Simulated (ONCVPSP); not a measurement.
**An ONCV potential for In, from input to tests**

Task: generate the file, and judge it by its errors in other configurations, its logarithmic derivatives, its ghosts and its cutoff.

The numbers are computed with ONCVPSP 4.0.1.1 (patched build) (PBE, scalar-relativistic, spin-unpolarised reference atom).

**1. The design**

The settings as typed:

```json
{
  "element": "indium (In, Z = 49)",
  "type": "optimised norm-conserving Vanderbilt (ONCV)",
  "frozen core": "[Ar] 3d10",
  "valence charge": "21",
  "reference configuration": "4s2 4p6 4d10 5s2 5p1",
  "partial waves": "4s+5s: rc 1.35 bohr, ncon 3, nbas 7, qcut 11 1/bohr, 2 projectors; 4p+5p: rc 1.45 bohr, ncon 4, nbas 7, qcut 10 1/bohr, 2 projectors; 4d: rc 1.35 bohr, ncon 3, nbas 7, qcut 9.7 1/bohr, 1 projector",
  "local potential": "polynomial inside 0.85 bohr (lpopt 5, dvloc0 0 Ha)",
  "core correction": "Teter function, fcfact 5.75, rcfact 1.75"
}
```

**2. Generation**

File In.dat:

```
# ATOM AND REFERENCE CONFIGURATION
# atsym  z   nc   nv     iexc    psfile
  In 49.00    6    5        4      upf
#
#   n    l    f
    1    0    2.00
    2    0    2.00
    2    1    6.00
    3    0    2.00
    3    1    6.00
    3    2   10.00
    4    0    2.00
    4    1    6.00
    4    2   10.00
    5    0    2.00
    5    1    1.00
#
# PSEUDOPOTENTIAL AND OPTIMIZATION
# lmax
    2
#
#   l,   rc,      ep,       ncon, nbas, qcut
    0    1.35    0.00    3    7   11.00
    1    1.45    0.00    4    7   10.00
    2    1.35    0.00    3    7    9.70
#
# LOCAL POTENTIAL
# lloc, lpopt,  rc(5),   dvloc0
    4    5    0.85    0.00
#
# VANDERBILT-KLEINMAN-BYLANDER PROJECTORs
# l, nproj, debl
    0    2    3.60
    1    2    1.50
    2    1    2.70
#
# MODEL CORE CHARGE
# icmod, fcfact, rcfact
    3    5.75    1.75
#
# LOG DERIVATIVE ANALYSIS
# epsh1, epsh2, depsh
   -6.00    5.00    0.04
#
# OUTPUT GRID
# rlmax, drl
    6.00    0.01
#
# TEST CONFIGURATIONS
# ncnf
    4
# nvcnf
#   n    l    f
    5
    4    0    2.00
    4    1    6.00
    4    2   10.00
    5    0    2.00
    5    1    0.00
#
    5
    4    0    2.00
    4    1    6.00
    4    2   10.00
    5    0    1.00
    5    1    0.00
#
    5
    4    0    2.00
    4    1    6.00
    4    2   10.00
    5    0    0.00
    5    1    0.00
#
    5
    4    0    2.00
    4    1    6.00
    4    2   10.00
    5    0    1.00
    5    1    2.00
#
```

Launch:

```
oncvpsp.x < In.dat > In.out
```

What the program wrote to In.out (without the consistency checks and plot data):

```text
ONCVPSP  (Optimized Norm-Conservinng Vanderbilt PSeudopotential)
scalar-relativistic version 4.0.1.1, modified

#   n    l    f        energy (Ha)
    1    0    2.00    -1.0199550E+03
    2    0    2.00    -1.5271681E+02
    2    1    6.00    -1.3706868E+02
    3    0    2.00    -2.8979330E+01
    3    1    6.00    -2.3855262E+01
    3    2   10.00    -1.5901853E+01
    4    0    2.00    -4.3974108E+00
    4    1    6.00    -2.8712316E+00
    4    2   10.00    -6.8439220E-01
    5    0    2.00    -3.0176496E-01
    5    1    1.00    -9.2560952E-02

Reference configufation results
  iterations    22
  all-electron total energy (Ha)   -5.88163595D+03

Begin loop to  construct optimized pseudo wave functions
and semi-local pseudopoentials for all angular momenta

Calculating optimized projector #   1

 for l=   0

    Fraction of norm inside rc  0.945483
    Optimizing pswf for qcut=  11.00 a_B^-1,  ecut=  60.54 Ha
    Residual kinetic energy error=  1.45D-07 Ha

    Energy error per electron        Cutoff
         Ha          eV             Ha
         0.01000     0.27211       32.02
         0.00100     0.02721       40.17
         0.00010     0.00272       46.85
         0.00001     0.00027       51.96

Calculating optimized projector #   2

 for l=   0

    Fraction of norm inside rc  0.056926
    Optimizing pswf for qcut=  11.00 a_B^-1,  ecut=  60.54 Ha
    Residual kinetic energy error=  4.14D-08 Ha

    Energy error per electron        Cutoff
         Ha          eV             Ha
         0.01000     0.27211       25.47
         0.00100     0.02721       35.43
         0.00010     0.00272       43.26
         0.00001     0.00027       49.66

Calculating optimized projector #   1

 for l=   1

    Fraction of norm inside rc  0.932271
    Optimizing pswf for qcut=  10.01 a_B^-1,  ecut=  50.12 Ha
    Residual kinetic energy error=  1.77D-07 Ha

    Energy error per electron        Cutoff
         Ha          eV             Ha
         0.01000     0.27211       17.37
         0.00100     0.02721       21.34
         0.00010     0.00272       26.65
         0.00001     0.00027       39.39

Calculating optimized projector #   2

 for l=   1

    Fraction of norm inside rc  0.025636
    Optimizing pswf for qcut=  10.01 a_B^-1,  ecut=  50.12 Ha
    Residual kinetic energy error=  1.79D-07 Ha

    Energy error per electron        Cutoff
         Ha          eV             Ha
         0.01000     0.27211       12.02
         0.00100     0.02721       16.90
         0.00010     0.00272       21.54
         0.00001     0.00027       38.38

Calculating optimized projector #   1

 for l=   2

    Fraction of norm inside rc  0.697041
    Optimizing pswf for qcut=   9.71 a_B^-1,  ecut=  47.10 Ha
    Residual kinetic energy error=  7.44D-06 Ha

    Energy error per electron        Cutoff
         Ha          eV             Ha
         0.01000     0.27211       29.27
         0.00100     0.02721       36.21
         0.00010     0.00272       41.52
         0.00001     0.00027       47.54

Construct Vanderbilt / Kleinmman-Bylander projectors

B matrix Hermiticity error, ll=   0
   1   2    6.5011E-04

  Orthonormal projector coefficients  2.3209E+01  2.6334E+00

B matrix Hermiticity error, ll=   1
   1   2    2.6330E-04

  Orthonormal projector coefficients  1.3880E+01  2.0144E+00

Model core correction analysis
  based on d2Exc/dn_idn_j

d2excae - all-electron derivatives

   -3.492880D-02   -3.153722D-02   -2.209500D-02   -2.120358D-03
   -9.233358D-04
   -3.153736D-02   -2.962569D-02   -2.241268D-02   -2.507970D-03
   -9.607899D-04
   -2.209520D-02   -2.241278D-02   -2.109837D-02   -6.560175D-03
   -2.602300D-03
   -2.120282D-03   -2.507772D-03   -6.559520D-03   -2.659527D-02
   -2.090575D-02
   -9.233343D-04   -9.607372D-04   -2.601668D-03   -2.090320D-02
   -2.572095D-02

d2excps - pseudofunction derivatives with no core correction

   -3.904040D-02   -3.531510D-02   -2.395913D-02   -2.570361D-03
   -1.109157D-03
   -3.531530D-02   -3.269611D-02   -2.382068D-02   -2.976343D-03
   -1.136357D-03
   -2.395941D-02   -2.382080D-02   -2.229416D-02   -6.704332D-03
   -2.659432D-03
   -2.570322D-03   -2.976173D-03   -6.703678D-03   -2.663550D-02
   -2.092461D-02
   -1.109168D-03   -1.136314D-03   -2.658801D-03   -2.092206D-02
   -2.572872D-02

rms 2nd derivative error    1.652249E-03

rmatch, rhocmatch    0.5625   35.9264

Teter function model core charge with specified parameters

d2excps - pseudofunction derivatives with core correction

   -2.479020D-02   -2.313025D-02   -1.777138D-02   -1.563695D-03
   -6.310616D-04
   -2.313026D-02   -2.227949D-02   -1.851506D-02   -2.122570D-03
   -7.321483D-04
   -1.777138D-02   -1.851504D-02   -1.916623D-02   -6.329762D-03
   -2.474860D-03
   -1.563592D-03   -2.122361D-03   -6.329105D-03   -2.653297D-02
   -2.088175D-02
   -6.310433D-04   -7.320863D-04   -2.474226D-03   -2.087920D-02
   -2.570956D-02

rms 2nd derivative error    3.852046E-03

Pseudoatom total energy -191.646966

Diagnostic tests using Vanderbilt-Kleinman-Bylander pseudopotentials
  1 or more projectors used as specified by nproj input data

   l    rcore       rmatch      e in        delta e   norm test  slope test

   0   1.3551641   1.3963099  -4.3974108   0.0000005   1.0002447   1.0002299
   0   1.3551641   1.3963099  -0.3017650   0.0000109   1.0000681   1.0000501

   1   1.4560211   1.5002291  -2.8712316   0.0000008   1.0002129   1.0002150
   1   1.4560211   1.5002291  -0.0925610   0.0000053   1.0000684   1.0000571

   2   1.3551641   1.3963099  -0.6843922  -0.0000302   0.9999960   0.9999912

 Testing for bound ghosts
   n   l    E NL Schr. Eq   E Basis Diag.   E Cutoff

   1   0       -4.397410       -4.397405    103.69
   2   0       -0.301754       -0.213477    103.69

   2   1       -2.871231       -2.871228    105.78
   3   1       -0.092556        0.060886    105.78

   3   2       -0.684422       -0.682689    100.35

 Testing for highly-localized positive-energy ghosts
       l    <radius>/rc     E Basis Diag.   E Cutoff

       0        0.507819        5.984573    103.69  WARNING - GHOST(+)

Test configuration 0

   n   l     f        eae           eps        diff
   1   0  2.0000-1019.95496395
   2   0  2.0000 -152.71680934
   2   1  6.0000 -137.06867834
   3   0  2.0000  -28.97933047
   3   1  6.0000  -23.85526208
   3   2 10.0000  -15.90185308
   4   0  2.0000   -4.39741076   -4.39741022    5.41D-07
   4   1  6.0000   -2.87123162   -2.87123083    7.88D-07
   4   2 10.0000   -0.68439220   -0.68442245   -3.02D-05
   5   0  2.0000   -0.30176496   -0.30175405    1.09D-05
   5   1  1.0000   -0.09256095   -0.09255568    5.27D-06

    Total energies and differences
      AE_ref= -5.88163595D+03  AE_tst= -5.88163595D+03  dif=  0.00D+00
      PS_ref= -1.91646966D+02  PS_tst= -1.91646966D+02  dif= -8.53D-14
      PSP excitation error=  8.53D-14

Test configuration 1

   n   l     f        eae           eps        diff
   1   0  2.0000-1020.23088656
   2   0  2.0000 -152.99126966
   2   1  6.0000 -137.34330486
   3   0  2.0000  -29.25359294
   3   1  6.0000  -24.12953529
   3   2 10.0000  -16.17605630
   4   0  2.0000   -4.67171257   -4.67183156   -1.19D-04
   4   1  6.0000   -3.14569823   -3.14578114   -8.29D-05
   4   2 10.0000   -0.95816598   -0.95819068   -2.47D-05
   5   0  2.0000   -0.54849627   -0.54848847    7.79D-06

    Total energies and differences
      AE_ref= -5.88163595D+03  AE_tst= -5.88143885D+03  dif=  1.97D-01
      PS_ref= -1.91646966D+02  PS_tst= -1.91449824D+02  dif=  1.97D-01
      PSP excitation error= -4.09D-05

Test configuration 2

   n   l     f        eae           eps        diff
   1   0  2.0000-1020.62443740
   2   0  2.0000 -153.38008447
   2   1  6.0000 -137.73238653
   3   0  2.0000  -29.64280069
   3   1  6.0000  -24.51873439
   3   2 10.0000  -16.56498989
   4   0  2.0000   -5.06106775   -5.06153717   -4.69D-04
   4   1  6.0000   -3.53499747   -3.53528926   -2.92D-04
   4   2 10.0000   -1.34244364   -1.34244909   -5.44D-06
   5   0  1.0000   -0.86991953   -0.86998731   -6.78D-05

    Total energies and differences
      AE_ref= -5.88163595D+03  AE_tst= -5.88073196D+03  dif=  9.04D-01
      PS_ref= -1.91646966D+02  PS_tst= -1.90742792D+02  dif=  9.04D-01
      PSP excitation error= -1.92D-04

Test configuration 3

psatom: WARNING lschvkbb convergence error n,l,iter=   3   1   4
ea(ii),et,emin,emax -1.001236E-01 -1.101360E-01 -1.101360E-01 -1.101360E-01
run_config: WARNING for fully non-local PS atom, stg. 1
 WARNING no output for configuration 4

Test configuration 4

   n   l     f        eae           eps        diff
   1   0  2.0000-1020.01678753
   2   0  2.0000 -152.77708890
   2   1  6.0000 -137.12893273
   3   0  2.0000  -29.04037372
   3   1  6.0000  -23.91628488
   3   2 10.0000  -15.96274467
   4   0  2.0000   -4.45924085   -4.45931115   -7.03D-05
   4   1  6.0000   -2.93303957   -2.93304646   -6.89D-06
   4   2 10.0000   -0.74383223   -0.74383644   -4.21D-06
   5   0  1.0000   -0.33811573   -0.33812489   -9.16D-06
   5   1  2.0000   -0.11829964   -0.11829519    4.45D-06

    Total energies and differences
      AE_ref= -5.88163595D+03  AE_tst= -5.88142129D+03  dif=  2.15D-01
      PS_ref= -1.91646966D+02  PS_tst= -1.91432279D+02  dif=  2.15D-01
      PSP excitation error= -3.02D-05
```

It took 4.4 s on 1 thread of Neoverse-N1, shared host.

Partial waves on a coarse radial grid (AE all-electron, PS pseudo):

```
r (bohr)    4p AE   4p PS
   0.072   0.4226  0.0241
   0.145  -0.1157  0.0952
   0.217  -0.5905  0.2049
   0.290  -0.6114  0.3461
   0.362  -0.3160  0.5022
   0.435   0.1010  0.6641
   0.507   0.4945  0.8140
   0.580   0.8114  0.9446
   0.652   1.0254  1.0436
   0.725   1.1487  1.1085
   0.798   1.1946  1.1363
   0.870   1.1832  1.1292
   0.942   1.1330  1.0926
   1.015   1.0574  1.0317
   1.088   0.9683  0.9544
   1.160   0.8752  0.8688
   1.232   0.7824  0.7801
   1.305   0.6920  0.6914
   1.378   0.6077  0.6075
   1.450   0.5315  0.5313
   1.522   0.4626  0.4625
   1.595   0.4003  0.4002
   1.668   0.3452  0.3451
   1.740   0.2974  0.2974
   1.812   0.2557  0.2556
   1.885   0.2189  0.2189
```

Densities times 4π (e/bohr³); a dash where the program caps the true core:

```
r (bohr)  pseudo valence  true core  model core
   0.072           1.948          –       203.1
   0.217           8.748          –         177
   0.362           21.18          –       133.9
   0.507           33.05      72.41       87.24
   0.652           36.89      11.25       48.25
   0.798           31.56      1.614       22.01
   0.942           22.26     0.2348       8.103
   1.088           13.77     0.0338       2.178
   1.232           8.124   0.005124      0.3767
   1.378           4.766  0.0007722     0.02157
   1.522           2.898  0.0001229    0.001271
   1.668           1.823  1.944e-05    0.004171
   1.812           1.208  3.219e-06    0.001217
```

**3. Transferability, from the output's test configurations**

1 test gave no usable energy difference (4s2 4p6 4d10 5s0 5p0).

Excitation and ionisation energies from 4s2 4p6 4d10 5s2 5p1, with the error of the potential.

| valence configuration | charge | ΔE all-electron (eV) | error AE − PS (meV) |
| --- | --- | --- | --- |
| 4s2 4p6 4d10 5s2 5p0 | +1 | 5.363 | -1.1 |
| 4s2 4p6 4d10 5s1 5p0 | +2 | 24.599 | -5.2 |
| 4s2 4p6 4d10 5s1 5p2 | 0 | 5.841 | -0.8 |

**4. Logarithmic derivatives**

Taken from the files of the generation run. The phase is arctan(r·R′/R) of the radial function R, unwrapped, with energies in Ha. A pole is an energy at which the radial function vanishes at the test radius. The pseudo phase is shifted by a multiple of π to meet the all-electron one at the reference energy. Levels narrower than the energy grid can be missing from the poles. The last column is the largest difference on the grid between −0.5 and +0.5 Ha.

| channel | radius (bohr) | reference (Ha) | poles AE | poles PS | window around the reference with phases within 0.05 rad (Ha) | largest difference near zero (rad) |
| --- | --- | --- | --- | --- | --- | --- |
| s | 1.37 | -0.30 | -3.71 | -3.71 | the whole range | 0.000 |
| p | 1.47 | -0.09 | -2.24 | -2.24 | the whole range | 0.000 |
| d | 1.37 | -0.68 | 0.95 | 0.94 | below 4.6 | 0.000 |

Phases (rad) along the scan:

| E (Ha) | d AE | d PS | p AE | p PS |
| --- | --- | --- | --- | --- |
| -5.96 | 1.268 | 1.268 | 1.236 | 1.236 |
| -5.40 | 1.242 | 1.242 | 1.185 | 1.185 |
| -4.84 | 1.208 | 1.207 | 1.097 | 1.097 |
| -4.28 | 1.161 | 1.160 | 0.906 | 0.906 |
| -3.72 | 1.094 | 1.093 | 0.263 | 0.263 |
| -3.16 | 0.987 | 0.986 | -1.030 | -1.030 |
| -2.60 | 0.795 | 0.794 | -1.458 | -1.458 |
| -2.04 | 0.391 | 0.389 | -1.616 | -1.616 |
| -1.48 | -0.365 | -0.367 | -1.710 | -1.710 |
| -0.92 | -0.991 | -0.991 | -1.787 | -1.787 |
| -0.36 | -1.289 | -1.289 | -1.865 | -1.865 |
| 0.20 | -1.445 | -1.446 | -1.962 | -1.962 |
| 0.76 | -1.544 | -1.545 | -2.100 | -2.100 |
| 1.32 | -1.618 | -1.619 | -2.332 | -2.332 |
| 1.88 | -1.683 | -1.685 | -2.758 | -2.760 |
| 2.44 | -1.746 | -1.750 | -3.397 | -3.401 |
| 3.00 | -1.818 | -1.824 | -3.912 | -3.917 |
| 3.56 | -1.910 | -1.921 | -4.194 | -4.198 |
| 4.12 | -2.045 | -2.068 | -4.350 | -4.354 |
| 4.68 | -2.274 | -2.327 | -4.447 | -4.451 |

**5. Plane-wave cutoff and ghosts**

Read off the output, the cutoffs (Ha) at which the residual kinetic energy of the hardest occupied pseudo-wave falls to 1 and 0.1 mHa per electron: 40 Ha and 47 Ha.

The program's own ghost test: no bound ghost flagged; GHOST(+) flagged for s at 162.8 eV.

Cutoff (Ha) at which the first wave of each channel reaches a given error (Ha per electron):

```csv
error,s,p,d
1.0e-02,32.0,17.4,29.3
3.2e-03,36.3,19.4,32.9
1.0e-03,40.2,21.3,36.2
3.2e-04,43.6,23.2,39.0
1.0e-04,46.9,26.6,41.5
3.2e-05,49.6,35.4,43.8
1.0e-05,52.0,39.4,47.5
```

**6. What came out**

| quantity | value |
| --- | --- |
| cutoffs for 1 and 0.1 mHa per electron, occupied waves | 40 Ha and 47 Ha |
| bound ghosts | none found |
| GHOST(+) flags | s at 163 eV |
| largest test error (AE − PS) | -5.2 meV, for 4s2 4p6 4d10 5s1 5p0 (1 test unsolved) |
| largest phase difference near zero energy, channels read | 0.000 rad |
| rms error of d²Exc/dn², without and with the model core | 1.65 and 3.85 mHa |

**Reading.** The worst unpolarised test, 4s2 4p6 4d10 5s1 5p0, is off by 5.2 meV on 24.6 eV; by total energies transferability rates as good where solved. Of the tests 1 gave no usable energy difference, which is a warning in itself. By its cutoff, 40 Ha for the looser tolerance, it is hard. The program's ghost test flags no bound state. Near zero energy the phases of the channels with partial waves agree within 0.001 rad. The program also flags highly localised states, GHOST(+) (s).
